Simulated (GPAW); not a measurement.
# Cu3O2 (I4/mmm) in GPAW: a series of runs

The runs below take Cu3O2 through single point, with PBEsol.

Program: GPAW 26.7.0. These are calculated values, not measurements. Logs are shortened: lines on timing, memory, paths and dates and some standing lists are left out, and cuts for length are marked. The log counts tension as positive stress, the text compression.

### Step 1. The crystal as given

The structure is tetragonal, space group I4/mmm (No. 139). The conventional cell has a = 4.046 Å, b = 4.046 Å, c = 7.347 Å, α = 90.00°, β = 90.00°, γ = 90.00°. Cu (site symmetry 4/mmm) is surrounded by 4 O at 2.02 Å. Cu (site symmetry -4m2) is surrounded by 2 O at 1.84 Å. O (site symmetry mmm) has 4 Cu at 1.84 to 2.02 Å as nearest neighbours.

The cell comes from a database or a generator and needn't be the stable form of this composition.

### Step 2. Single point, PBEsol

run.py reads:

```python
from ase.dft.bandgap import bandgap
from ase.io import read, write
from ase.units import GPa
from gpaw import GPAW, PW, setup_paths

setup_paths.insert(0, '.')

atoms = read('Cu3O2.xyz')

calc = GPAW(mode=PW(800),
            xc='PBEsol',
            kpts={'size': (9, 9, 9), 'gamma': True},
            occupations={'name': 'methfessel-paxton', 'order': 0, 'width': 0.05},
            nbands=42,
            convergence={'density': 1e-05, 'energy': 1e-05},
            maxiter=150,
            txt='gpaw.txt')
atoms.calc = calc
energy = atoms.get_potential_energy()
forces = atoms.get_forces()
stress = atoms.get_stress()
calc.write('gs.gpw')
write('result.traj', atoms)
print(f'Energy: {energy:.6f} eV')
print('Forces (eV/A):')
print(forces.round(4))
print('Stress (GPa):', (stress / GPa).round(3))
print('Fermi level:', round(calc.get_fermi_level(), 4), 'eV')
print(f'Gap: {bandgap(calc)[0]:.4f} eV, direct: {bandgap(calc, direct=True)[0]:.4f} eV')
```

Cu3O2.xyz reads:

```xyz
5
Lattice="-2.0229820000 2.0229820000 3.6736170000 2.0229820000 -2.0229820000 3.6736170000 2.0229820000 2.0229820000 -3.6736170000" Properties=species:S:1:pos:R:3 pbc="T T T"
Cu     0.0000000000      0.0000000000      0.0000000000
Cu     0.0000000000      2.0229820000      1.8368085000
Cu     2.0229820000      0.0000000000      1.8368085000
O      0.0000000000      2.0229820000      0.0000000000
O      2.0229820000      0.0000000000      0.0000000000
```

Potentials or basis: PAW data sets generated in the run's folder for this functional, pw.

Run with:

```sh
gpaw-setup -f PBEsol Cu O
OMP_NUM_THREADS=1 python run.py
```

gpaw.txt:

```text
__  _  _
 | _ |_)|_||  |
 |__||  | ||/\| - 26.7.0

Input parameters:
  mode=PW(ecut=800.0),
  convergence={'density': 1e-05, 'energy': 1e-05},
  kpts=MonkhorstPack(size=(9, 9, 9), gamma=True),
  maxiter=150,
  nbands=42,
  occupations=Occupations(name='methfessel-paxton', order=0, width=0.05),
  xc=XC(name='PBEsol')

Diagonalizing LCAO Hamiltonian
Converting LCAO to pw mode

         Cu
            Cu
         O
       Cu   O

Atoms  # Å, Bohr magnetons
|   | symbol |        x |        y |        z |    initial magnetic moments |
|---|--------|----------|----------|----------|-----------------------------|
| 0 |     Cu | 0.000000 | 0.000000 | 0.000000 | ( 0.0000,  0.0000,  0.0000) |
| 1 |     Cu | 0.000000 | 2.022982 | 1.836809 | ( 0.0000,  0.0000,  0.0000) |
| 2 |     Cu | 2.022982 | 0.000000 | 1.836809 | ( 0.0000,  0.0000,  0.0000) |
| 3 |      O | 0.000000 | 2.022982 | 0.000000 | ( 0.0000,  0.0000,  0.0000) |
| 4 |      O | 2.022982 | 0.000000 | 0.000000 | ( 0.0000,  0.0000,  0.0000) |

Unit cell  # Å
| periodic |         x |         y |         z |  lengths |     angles |
|----------|-----------|-----------|-----------|----------|------------|
|      yes | -2.022982 |  2.022982 |  3.673617 | 4.656219 | 128.497000 |
|      yes |  2.022982 | -2.022982 |  3.673617 | 4.656219 | 128.497000 |
|      yes |  2.022982 |  2.022982 | -3.673617 | 4.656219 |  75.821280 |

Number of symmetries: 16
Symmetry operations  # r_c * U_cc + t_c -> r_c
|    | kind |            matrix            |
|----|------|------------------------------|
|  0 |  σ   |  1, 1, 1,  0, 0,-1,  0,-1, 0 |
|  1 |  C4  |  1, 1, 1,  0, 0,-1, -1, 0, 0 |
|  2 |  E   |  1, 0, 0,  0, 1, 0,  0, 0, 1 |
|  3 |  σ   |  1, 0, 0,  0, 1, 0, -1,-1,-1 |
|  4 |  σ   |  0, 1, 0,  1, 0, 0,  0, 0, 1 |
|  5 |  C2  |  0, 1, 0,  1, 0, 0, -1,-1,-1 |
|  6 |  C2  |  0, 0, 1, -1,-1,-1,  1, 0, 0 |
|  7 |  S4  |  0, 0, 1, -1,-1,-1,  0, 1, 0 |
|  8 |  C4  |  0, 0,-1,  1, 1, 1,  0,-1, 0 |
|  9 |  σ   |  0, 0,-1,  1, 1, 1, -1, 0, 0 |
| 10 |  σ   |  0,-1, 0, -1, 0, 0,  1, 1, 1 |
| 11 |  C2  |  0,-1, 0, -1, 0, 0,  0, 0,-1 |
| 12 |  C2  | -1, 0, 0,  0,-1, 0,  1, 1, 1 |
| 13 |  i   | -1, 0, 0,  0,-1, 0,  0, 0,-1 |
| 14 |  S4  | -1,-1,-1,  0, 0, 1,  1, 0, 0 |
| 15 |  C2  | -1,-1,-1,  0, 0, 1,  0, 1, 0 |

BZ-sampling:
  Number of BZ points: 729
  Number of IBZ points: 75

  Monkhorst-Pack size: [9, 9, 9]
  Monkhorst-Pack shift: [0, 0, 0]

K-points  # in reciprocal-cell coordinates
|     |                                coordinates |     weight |
|-----|--------------------------------------------|------------|
|   0 | (  0.00000000,   0.00000000,   0.00000000) | 0.00137174 |
|   1 | (  0.11111111,  -0.11111111,   0.00000000) | 0.00548697 |
|   2 | (  0.11111111,  -0.11111111,   0.11111111) | 0.00548697 |
|   3 | (  0.11111111,   0.00000000,   0.00000000) | 0.01097394 |
|   4 | (  0.11111111,   0.11111111,  -0.11111111) | 0.00274348 |
|   5 | (  0.22222222,  -0.22222222,   0.00000000) | 0.00548697 |
|   6 | (  0.22222222,  -0.22222222,   0.11111111) | 0.01097394 |
|   7 | (  0.22222222,  -0.22222222,   0.22222222) | 0.00548697 |
|   8 | (  0.22222222,  -0.11111111,   0.00000000) | 0.02194787 |
|   9 | (  0.22222222,  -0.11111111,   0.11111111) | 0.01097394 |
| ... |                                            |            |
|  74 | (  0.44444444,   0.44444444,   0.44444444) | 0.01097394 |

Plane wave coefficients: 3106
Cutoff: 800.0 eV

Spin-components: 1 (collinear spins)
Bands:           42
Projectors:      28
Spin-degeneracy: 2
Datatype:        complex128

Parallelization:
  kpt:    1
  domain: 1
  band:   1

Density:
  Valence electrons: 45.0
  Components: 1
  Grid points: [32 32 32]
  Charge: 0.0  # |e|

Potential:
  Grid points: [32 32 32]

species:
  Cu:
    name:    Copper
    Z:       29.0
    valence: 11
    core:    18
    charge:  0.0  # [|e|]
    compensation charges:
      type: gauss
      rc: 0.33  # [Å]
      lmax: 2
    cutoffs:
      filter: 2.06  # [Å]
      core: 2.43  # [Å]
    projectors
    | kind |    occ | energy [eV] | rcut [Å] |
    |------|--------|-------------|----------|
    |   4s |  1.000 |      -4.607 |    1.164 |
    |   4p |  0.000 |      -0.637 |    1.164 |
    |   3d | 10.000 |      -5.060 |    1.058 |
    |    s |        |      22.604 |    1.164 |
    |    p |        |      26.574 |    1.164 |
    |    d |        |      22.151 |    1.058 |

    Using partial waves for Cu as LCAO basis

  O:
    name:    Oxygen
    Z:       8.0
    valence: 6
    core:    2
    charge:  0.0  # [|e|]
    compensation charges:
      type: gauss
      rc: 0.21  # [Å]
      lmax: 2
    cutoffs:
      filter: 1.17  # [Å]
      core: 0.83  # [Å]
    projectors
    | kind |    occ | energy [eV] | rcut [Å] |
    |------|--------|-------------|----------|
    |   2s |  2.000 |     -23.808 |    0.688 |
    |   2p |  4.000 |      -8.972 |    0.598 |
    |    s |        |       3.404 |    0.688 |
    |    p |        |      18.239 |    0.598 |
    |    d |        |       0.000 |    0.619 |

    Using partial waves for O as LCAO basis

Reference energy: -139021.375343  # eV

eigensolver:
  PPCG
  Converge bands: occupied
  niter=2

density mixing:
  MSR1-Mixer
  Pratt-step length: 0.05
  Maximum mixing coefficient: 0.75
  Old densities: 10
  SVD Regularization: 0.005
  Good broyden scale: 1.0
  Trust region scale: 1.0
  Backstep threshold: 4.0
  History deletion threshold: 6.0
  Fourier metric: weight=20.0, sigma=0.015

occupation numbers:
  Methfessel-Paxton:
    width: 0.0500  # eV
    order: 0

poisson solver:
  ecut: 6400.0  # eV

xc functional:
  name: PBEsol with 2 nearest neighbor stencil

convergence criteria:
- Maximum integral of absolute [dens]ity change: 1e-05 electrons / valence electron
- Maximum [total energy] change in last 3 cyles: 1e-05 eV / valence electron
- Maximum integral of absolute [eigenst]ate change: 4e-08 eV^2 / valence electron
maximum number of iterations: 150

SCF iterations
|iter     | |      energy | eigst |  dens |
|---------|-|-------------|-------|-------|
|iter:   1| |  -32.085304 | +0.43 |       |
|iter:   2| |  -29.251557 | -1.58 | -0.90 |
|iter:   3| |  -25.332688 | -1.08 | -1.01 |
|iter:   4| |  -25.319653 | -2.21 | -1.55 |
|iter:   5| |  -25.126712 | -2.64 | -1.57 |
|iter:   6| |  -25.078429 | -3.34 | -1.82 |
|iter:   7| |  -25.076317 | -4.11 | -2.38 |
|iter:   8| |  -25.076184 | -5.37 | -2.94 |
|iter:   9| |  -25.076153c| -5.82 | -3.22 |
|iter:  10| |  -25.076151c| -7.57c| -4.10 |
|iter:  11| |  -25.076150c| -8.10c| -4.54 |
|iter:  12| |  -25.076150c| -8.28c| -5.07c|

Converged in 12 steps
Energy contributions relative to reference atoms: (reference = -139021.375343)

Energy contributions:
  Kinetic:         -20.077701
  Coulomb:          10.806625
  Zero:              0.726742
  External:          0.000000
  Xc:              -16.530266
  Entropy:          -0.003099
  Spinorbit:         0.000000
  ----------------------------
  Free energy:     -25.077700
  Extrapolated:    -25.076150

dipole moment: (-4.386056, -4.386056, -28.591091)  # |e|*Ang

Fermi level: 4.815
Eigenvalues  # (at kpt = [0.000, 0.000, 0.000])
| band index |      eig [eV] | occ [0-2] |
|------------|---------------|-----------|
|          0 |       -14.194 |     2.000 |
|        ... |               |           |
|         14 |         2.657 |     2.000 |
|         15 |         2.710 |     2.000 |
|         16 |         2.958 |     2.000 |
|         17 |         2.958 |     2.000 |
|         18 |         3.216 |     2.000 |
|         19 |         3.382 |     2.000 |
[... 8 lines left out ...]
|         28 |        15.719 |     0.000 |
|         29 |        15.893 |     0.000 |
|        ... |               |           |
|         41 |        28.526 |     0.000 |

No gap
No difference between direct/indirect transitions

Forces  # eV/Ang
|        x |        y |        z |
|----------|----------|----------|
|  0.00000 | -0.00000 |  0.00000 |  # Cu   0
| -0.00000 |  0.00000 |  0.00000 |  # Cu   1
|  0.00000 | -0.00000 | -0.00000 |  # Cu   2
|  0.00000 |  0.00000 | -0.00000 |  # O    3
|  0.00000 |  0.00000 |  0.00000 |  # O    4

Stress tensor  # eV/Ang^3
|        x |         y |         z |
|----------|-----------|-----------|
| 0.024616 |  0.000000 |  0.000000 |
| 0.000000 |  0.024616 | -0.000000 |
| 0.000000 | -0.000000 |  0.024078 |

# Writing to gs.gpw (mode='')
```

stdout:

```text
Energy: -25.076150 eV
Forces (eV/A):
[[ 0. -0.  0.]
 [-0.  0.  0.]
 [ 0. -0. -0.]
 [ 0.  0. -0.]
 [ 0.  0.  0.]]
Stress (GPa): [ 3.944  3.944  3.858 -0.     0.     0.   ]
Fermi level: 4.8151 eV
Gap: 0.0000 eV, direct: 0.0000 eV
```

It took 3.2 min on 1 thread of Arm Neoverse V2, shared host; peak memory 0.39 GiB.

What came out:

```yaml
Free_energy: -25.0777 eV
Pressure: -3.9 GPa
Band_gap_on_the_k_mesh: none (metal or under the smearing width)
```

Stress tensor (GPa, compression positive):
```
-3.94  0.00  0.00
 0.00 -3.94  0.00
 0.00  0.00 -3.86
```

Caveat: with this Cu data set, volumes or pressures lay over 1.5 % or 2 GPa off other programs in two to four cells of ten; an odd number of electrons without spin polarisation forces a metal; a magnetic or distorted state may lie lower; the run has no spin polarisation, though such a crystal can be magnetic; semilocal functionals often make such compounds metallic where correlation or magnetic order opens a gap, which also shifts bond lengths. With open d or f shells a metallic result of PBEsol can be an artefact of self-interaction; +U or a hybrid may open a gap.

### Step 3. Single point, PBEsol

run.py: that of step 2 with these lines changed.

```diff
@@ -12,3 +12,3 @@
             kpts={'size': (9, 9, 9), 'gamma': True},
-            occupations={'name': 'methfessel-paxton', 'order': 0, 'width': 0.05},
+            occupations={'name': 'methfessel-paxton', 'order': 0, 'width': 0.02},
             nbands=42,
```

Cu3O2.xyz is that of step 2.

Potentials or basis: PAW data sets generated in the run's folder for this functional, pw.

Run with:

```sh
gpaw-setup -f PBEsol Cu O
OMP_NUM_THREADS=1 python run.py
```

gpaw.txt:

```text
__  _  _
 | _ |_)|_||  |
 |__||  | ||/\| - 26.7.0

Input parameters:
  mode=PW(ecut=800.0),
  convergence={'density': 1e-05, 'energy': 1e-05},
  kpts=MonkhorstPack(size=(9, 9, 9), gamma=True),
  maxiter=150,
  nbands=42,
  occupations=Occupations(name='methfessel-paxton', order=0, width=0.02),
  xc=XC(name='PBEsol')

Diagonalizing LCAO Hamiltonian
Converting LCAO to pw mode

         Cu
            Cu
         O
       Cu   O

Atoms  # Å, Bohr magnetons
|   | symbol |        x |        y |        z |    initial magnetic moments |
|---|--------|----------|----------|----------|-----------------------------|
| 0 |     Cu | 0.000000 | 0.000000 | 0.000000 | ( 0.0000,  0.0000,  0.0000) |
| 1 |     Cu | 0.000000 | 2.022982 | 1.836809 | ( 0.0000,  0.0000,  0.0000) |
| 2 |     Cu | 2.022982 | 0.000000 | 1.836809 | ( 0.0000,  0.0000,  0.0000) |
| 3 |      O | 0.000000 | 2.022982 | 0.000000 | ( 0.0000,  0.0000,  0.0000) |
| 4 |      O | 2.022982 | 0.000000 | 0.000000 | ( 0.0000,  0.0000,  0.0000) |

Unit cell  # Å
| periodic |         x |         y |         z |  lengths |     angles |
|----------|-----------|-----------|-----------|----------|------------|
|      yes | -2.022982 |  2.022982 |  3.673617 | 4.656219 | 128.497000 |
|      yes |  2.022982 | -2.022982 |  3.673617 | 4.656219 | 128.497000 |
|      yes |  2.022982 |  2.022982 | -3.673617 | 4.656219 |  75.821280 |

Number of symmetries: 16
Symmetry operations  # r_c * U_cc + t_c -> r_c
|    | kind |            matrix            |
|----|------|------------------------------|
|  0 |  σ   |  1, 1, 1,  0, 0,-1,  0,-1, 0 |
|  1 |  C4  |  1, 1, 1,  0, 0,-1, -1, 0, 0 |
|  2 |  E   |  1, 0, 0,  0, 1, 0,  0, 0, 1 |
|  3 |  σ   |  1, 0, 0,  0, 1, 0, -1,-1,-1 |
|  4 |  σ   |  0, 1, 0,  1, 0, 0,  0, 0, 1 |
|  5 |  C2  |  0, 1, 0,  1, 0, 0, -1,-1,-1 |
|  6 |  C2  |  0, 0, 1, -1,-1,-1,  1, 0, 0 |
|  7 |  S4  |  0, 0, 1, -1,-1,-1,  0, 1, 0 |
|  8 |  C4  |  0, 0,-1,  1, 1, 1,  0,-1, 0 |
|  9 |  σ   |  0, 0,-1,  1, 1, 1, -1, 0, 0 |
| 10 |  σ   |  0,-1, 0, -1, 0, 0,  1, 1, 1 |
| 11 |  C2  |  0,-1, 0, -1, 0, 0,  0, 0,-1 |
| 12 |  C2  | -1, 0, 0,  0,-1, 0,  1, 1, 1 |
| 13 |  i   | -1, 0, 0,  0,-1, 0,  0, 0,-1 |
| 14 |  S4  | -1,-1,-1,  0, 0, 1,  1, 0, 0 |
| 15 |  C2  | -1,-1,-1,  0, 0, 1,  0, 1, 0 |

BZ-sampling:
  Number of BZ points: 729
  Number of IBZ points: 75

  Monkhorst-Pack size: [9, 9, 9]
  Monkhorst-Pack shift: [0, 0, 0]

K-points  # in reciprocal-cell coordinates
|     |                                coordinates |     weight |
|-----|--------------------------------------------|------------|
|   0 | (  0.00000000,   0.00000000,   0.00000000) | 0.00137174 |
|   1 | (  0.11111111,  -0.11111111,   0.00000000) | 0.00548697 |
|   2 | (  0.11111111,  -0.11111111,   0.11111111) | 0.00548697 |
[... 79 lines left out ...]
    |    d |        |       0.000 |    0.619 |

    Using partial waves for O as LCAO basis

Reference energy: -139021.375343  # eV

eigensolver:
  PPCG
  Converge bands: occupied
  niter=2

density mixing:
  MSR1-Mixer
  Pratt-step length: 0.05
  Maximum mixing coefficient: 0.75
  Old densities: 10
  SVD Regularization: 0.005
  Good broyden scale: 1.0
  Trust region scale: 1.0
  Backstep threshold: 4.0
  History deletion threshold: 6.0
  Fourier metric: weight=20.0, sigma=0.015

occupation numbers:
  Methfessel-Paxton:
    width: 0.0200  # eV
    order: 0

poisson solver:
  ecut: 6400.0  # eV

xc functional:
  name: PBEsol with 2 nearest neighbor stencil

convergence criteria:
- Maximum integral of absolute [dens]ity change: 1e-05 electrons / valence electron
- Maximum [total energy] change in last 3 cyles: 1e-05 eV / valence electron
- Maximum integral of absolute [eigenst]ate change: 4e-08 eV^2 / valence electron
maximum number of iterations: 150

SCF iterations
|iter     | |      energy | eigst |  dens |
|---------|-|-------------|-------|-------|
|iter:   1| |  -32.085513 | +0.43 |       |
|iter:   2| |  -29.251045 | -1.58 | -0.90 |
|iter:   3| |  -25.301626 | -1.08 | -1.01 |
|iter:   4| |  -25.271179 | -2.27 | -1.57 |
|iter:   5| |  -25.126228 | -2.72 | -1.61 |
|iter:   6| |  -25.078227 | -3.34 | -1.82 |
|iter:   7| |  -25.076519 | -3.84 | -2.39 |
|iter:   8| |  -25.075844 | -5.16 | -2.79 |
|iter:   9| |  -25.075815 | -5.83 | -3.17 |
|iter:  10| |  -25.075813c| -7.56c| -4.11 |
|iter:  11| |  -25.075813c| -8.17c| -4.54 |
|iter:  12| |  -25.075813c| -9.07c| -5.48c|

Converged in 12 steps
Energy contributions relative to reference atoms: (reference = -139021.375343)

Energy contributions:
  Kinetic:         -20.073214
  Coulomb:          10.803263
  Zero:              0.726648
  External:          0.000000
  Xc:              -16.532130
  Entropy:          -0.000758
  Spinorbit:         0.000000
  ----------------------------
  Free energy:     -25.076192
  Extrapolated:    -25.075813

dipole moment: (-4.386107, -4.386107, -28.591220)  # |e|*Ang

Fermi level: 4.812
Eigenvalues  # (at kpt = [0.000, 0.000, 0.000])
| band index |      eig [eV] | occ [0-2] |
|------------|---------------|-----------|
|          0 |       -14.193 |     2.000 |
|        ... |               |           |
|         14 |         2.659 |     2.000 |
|         15 |         2.712 |     2.000 |
|         16 |         2.958 |     2.000 |
|         17 |         2.958 |     2.000 |
|         18 |         3.216 |     2.000 |
|         19 |         3.381 |     2.000 |
[... 8 lines left out ...]
|         28 |        15.718 |     0.000 |
|         29 |        15.894 |     0.000 |
|        ... |               |           |
|         41 |        28.526 |     0.000 |

No gap
No difference between direct/indirect transitions

Forces  # eV/Ang
|        x |        y |        z |
|----------|----------|----------|
| -0.00000 |  0.00000 |  0.00000 |  # Cu   0
| -0.00000 |  0.00000 |  0.00000 |  # Cu   1
|  0.00000 | -0.00000 | -0.00000 |  # Cu   2
|  0.00000 |  0.00000 |  0.00000 |  # O    3
| -0.00000 | -0.00000 |  0.00000 |  # O    4

Stress tensor  # eV/Ang^3
|        x |        y |        z |
|----------|----------|----------|
| 0.024664 | 0.000000 | 0.000000 |
| 0.000000 | 0.024664 | 0.000000 |
| 0.000000 | 0.000000 | 0.023986 |

# Writing to gs.gpw (mode='')
```

Wall time 3.2 min (1 thread of Arm Neoverse V2, shared host); peak memory 0.39 GiB.

Results:

- Free energy: -25.0762 eV
- Pressure: -3.9 GPa
- Band gap on the k mesh: none (metal or under the smearing width)

Stress tensor (GPa, compression positive):
```
-3.95  0.00  0.00
 0.00 -3.95  0.00
 0.00  0.00 -3.84
```

Caveat: with this Cu data set, volumes or pressures lay over 1.5 % or 2 GPa off other programs in two to four cells of ten; an odd number of electrons without spin polarisation forces a metal; a magnetic or distorted state may lie lower; the run has no spin polarisation, though such a crystal can be magnetic; semilocal functionals often make such compounds metallic where correlation or magnetic order opens a gap, which also shifts bond lengths. With open d or f shells a metallic result of PBEsol can be an artefact of self-interaction; +U or a hybrid may open a gap.
